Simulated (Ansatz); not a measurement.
**NbRu3C in Ansatz: the effect of functional**

NbRu3C:

```
Ru Nb C
1.0
     4.06514    0.00000    0.00000
     0.00000    4.06514    0.00000
     0.00000    0.00000    4.06514
Ru Nb C
3 1 1
Cartesian
  2.0326 2.0326 0.0000
  2.0326 0.0000 2.0326
  0.0000 2.0326 2.0326
  0.0000 0.0000 0.0000
  2.0326 2.0326 2.0326
```

The cell comes from a database or a generator and needn't be the stable form of this composition.

Alike in all runs:

```yaml
Program: Ansatz 0.2.0
Task: projected density of states
Potentials_or_basis: Ansatz PAW
k_mesh: 7 × 7 × 7
Occupations: fermi-dirac, width 0.05 eV
Spin: no spin polarisation
```

```csv
functional,cutoff,pressure (GPa)
LDA,420 eV (not typed: the program's choice for these potentials),-16.9
PBEsol,420 eV (not typed: the program's choice for these potentials),-11.8
RPBE,420 eV (not typed: the program's choice for these potentials),?
revPBE,420 eV (not typed: the program's choice for these potentials),-0.6
BLYP,420 eV (not typed: the program's choice for these potentials),8.2
r2SCAN,500 eV (not typed: the program's choice for these potentials),-7.5
```

**Question.** What does the run with functional RPBE give?

**Answer.** Pressure 0.5 GPa.

Caveats: the PAW data sets come from PBE, with cores solved anew for the run's functional, which leaves a small shift of forces and pressure; the density of states is complete only up to the lowest level of the last band computed.

Runs at the PBE level aren't shown here.
